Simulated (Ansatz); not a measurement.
# C₂H₆AlO₂ radical: up Jacob's ladder to CCSD(T)

An exercise on one series of results from a longer session: the logs are not shown, and one member is left open.

Method: functionals in def2-TZVPP, the program's frozen cores in correlated methods; program: Ansatz 0.2.0, Gaussian basis.

The runs, in order: LDA (SPW92), PBE-D4, revPBE-D4, BLYP-D4, r2SCAN-D4, B97M-V, PBE0-D4, B3LYP-D4, r2SCANh-D4, r2SCAN0-D4, HSE06-D4, BHLYP-D4, CAM-B3LYP-D4, LC-ωPBE, ωB97X-V, ωB97M-V, B2PLYP, PBE-QIDH; CCSD(T)/def2-SVP; CCSD(T)/def2-TZVPP; MP2/def2-QZVPP; extrapolation to the limit; RPA on PBE.

### Structure used throughout

An earlier PBE0-D4 in a triple-zeta def2 set relaxation fixed the geometry.

11 atoms, charge 0, spin multiplicity 2.

Atoms are counted from 1 here; the program's logs count them from 0.

Bond lengths: C1–O2 1.396 Å, C1–H6 1.095 Å, C1–H7 1.097 Å, C1–H8 1.095 Å, O2–Al3 1.685 Å, Al3–O4 1.685 Å, O4–C5 1.396 Å, C5–H9 1.095 Å, C5–H10 1.095 Å, C5–H11 1.097 Å. Angles: O2–C1–H6 110.1°, O2–C1–H7 112.7°, O2–C1–H8 110.2°, H6–C1–H7 107.9°, H6–C1–H8 107.9°, H7–C1–H8 108.0°, C1–O2–Al3 141.0°, O2–Al3–O4 124.6°, Al3–O4–C5 140.8°, O4–C5–H9 110.1°, O4–C5–H10 110.1°, O4–C5–H11 112.7°, H9–C5–H10 107.9°, H9–C5–H11 107.9°, H10–C5–H11 107.9°.

The first run:

Contents of in.yaml:

```yaml
crystal:
  periodic: [false, false, false]
  atoms:
    - {symbol: C, position_ang: [-0.551085, 1.836357, -0.719517]}
    - {symbol: O, position_ang: [0.413439, 1.091445, -1.400528]}
    - {symbol: Al, position_ang: [1.228671, -0.380600, -1.319768]}
    - {symbol: O, position_ang: [1.002358, -1.534798, -0.113351]}
    - {symbol: C, position_ang: [0.261295, -1.754044, 1.049382]}
    - {symbol: H, position_ang: [-1.392220, 2.060567, -1.383919]}
    - {symbol: H, position_ang: [-0.945515, 1.313148, 0.159971]}
    - {symbol: H, position_ang: [-0.125629, 2.787922, -0.383571]}
    - {symbol: H, position_ang: [-0.354882, -2.652812, 0.940179]}
    - {symbol: H, position_ang: [0.932475, -1.908316, 1.900898]}
    - {symbol: H, position_ang: [-0.403607, -0.915868, 1.290825]}
basis:
  gaussian: {orbitals: def2-TZVPP}
magnetization: {spin_polarized: true, initial_magnetization: 1}
hamiltonian: {xc: lda}
output: {orbitals: {seedname: orbitals}}
```

On the command line:

```console
$ ansatz run in.yaml --threads 2 --pin off --events-out ev --progress --plain --max-ram 32768MiB --backend cpu
```

Steps of the session up to this table: LDA; PBE-D4 (GGA); revPBE-D4 (GGA); BLYP-D4 (GGA); r2SCAN-D4 (meta-GGA); B97M-V (meta-GGA); PBE0-D4 (hybrid); B3LYP-D4 (hybrid); r2SCANh-D4 (hybrid); r2SCAN0-D4 (hybrid); HSE06-D4 (hybrid); BHLYP-D4 (hybrid); CAM-B3LYP-D4 (range-separated); LC-ωPBE (range-separated); ωB97X-V (range-separated); ωB97M-V (range-separated); B2PLYP (double hybrid); PBE-QIDH (double hybrid).

One table of the session follows, with a row left open; its other results are not shown here.

It belongs to the step «Frontier levels by functional». 

| functional | HOMO (eV) | LUMO (eV) | gap (eV) |
| --- | --- | --- | --- |
| LDA (SPW92) | -5.01 | -3.52 | 1.49 |
| PBE-D4 | -5.03 | -3.23 | 1.80 |
| revPBE-D4 | -5.01 | -3.11 | 1.91 |
| BLYP-D4 | -4.80 | -3.17 | 1.64 |
| r2SCAN-D4 | -5.29 | -2.73 | 2.56 |
| B97M-V | -4.89 | -4.43 | 0.46 |
| PBE0-D4 | -6.04 | -2.31 | 3.73 |
| B3LYP-D4 | ? | ? | ? |
| r2SCANh-D4 | -5.66 | -2.50 | 3.16 |
| r2SCAN0-D4 | -6.21 | -2.17 | 4.04 |
| HSE06-D4 | -5.64 | -2.68 | 2.96 |
| BHLYP-D4 | -6.83 | -1.60 | 5.23 |
| CAM-B3LYP-D4 | -7.19 | -1.52 | 5.67 |
| LC-ωPBE | -8.56 | -0.07 | 8.49 |
| ωB97X-V | -8.09 | -0.28 | 7.81 |
| ωB97M-V | -7.69 | -0.87 | 6.82 |

Estimate the missing values for B3LYP-D4.

Worked estimate for «HOMO (eV)». Against the share of exact exchange, BLYP-D4 (0, -4.80), BHLYP-D4 (0.5, -6.83) give a slope of -4.06 per unit share; at 0.2 the line stands at -5.61.

As computed: HOMO (eV): -5.76; LUMO (eV): -2.65; gap (eV): 3.11. In «HOMO (eV)» the line misses by +0.15.
